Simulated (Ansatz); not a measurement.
# TiH5: the cost of one run

Method: DFT PBE, scalar-relativistic, plane waves, PAW, in Ansatz 0.2.0.

### Step 1. The starting structure

It takes space group I4/mmm (No. 139, tetragonal). The conventional cell has a = 4.273 Å, b = 4.273 Å, c = 5.214 Å, α = 90.00°, β = 90.00°, γ = 90.00°. Around Ti (site symmetry 4/mmm) lie 4 H at 2.14 Å. H (site symmetry -4m2) has 2 H at 1.30 Å as nearest neighbours. Around H (site symmetry mmm) lie 2 H at 1.30 Å. Around H (site symmetry 4/mmm) lie 4 H at 2.14 Å.

Structure file:

```
CELL_PARAMETERS angstrom
-2.13628 2.13628 2.60718
2.13628 -2.13628 2.60718
2.13628 2.13628 -2.60718
ATOMIC_POSITIONS crystal
Ti 0.50000 0.50000 0.00000
H 0.75000 0.25000 0.50000
H 0.25000 0.75000 0.50000
H 0.50000 0.00000 0.50000
H 0.00000 0.50000 0.50000
H 0.00000 0.00000 0.00000
```

A structure generator made this guess: random cell by space group and Wyckoff sites (I4/mmm, No. 139). Its size is a rough estimate.

### Step 2. Probe: one point on a coarse mesh

The input, input.yaml:

```yaml
crystal:
  lattice:
    - [-2.13628454, 2.13628454, 2.6071835]
    - [2.13628454, -2.13628454, 2.6071835]
    - [2.13628454, 2.13628454, -2.6071835]
  atoms:
    - { symbol: Ti, position: [0.5, 0.5, 0.0] }
    - { symbol: H, position: [0.75, 0.25, 0.5] }
    - { symbol: H, position: [0.25, 0.75, 0.5] }
    - { symbol: H, position: [0.5, 0.0, 0.5] }
    - { symbol: H, position: [0.0, 0.5, 0.5] }
    - { symbol: H, position: [0.0, 0.0, 0.0] }
basis:
  ecutwfc: 420
kpoints:
  mp_grid: { grid: [6, 6, 6] }
hamiltonian:
  xc: pbe
scf:
  occupations: { method: gaussian, width: 0.1 }
  lower_state_search: "off"
output:
  forces: true
  stress: true
  eigenvalues: true
```

Started as:

```bash
$ ansatz run input.yaml --threads 1 --pin off --max-ram 2560MiB --backend cpu --events-out ev --progress --plain --runs-dir out
```

Q: Estimate wall time and peak memory on 1 thread of Arm Neoverse V1, shared host.

About 1.3 s, with a peak of 0.29 GiB.
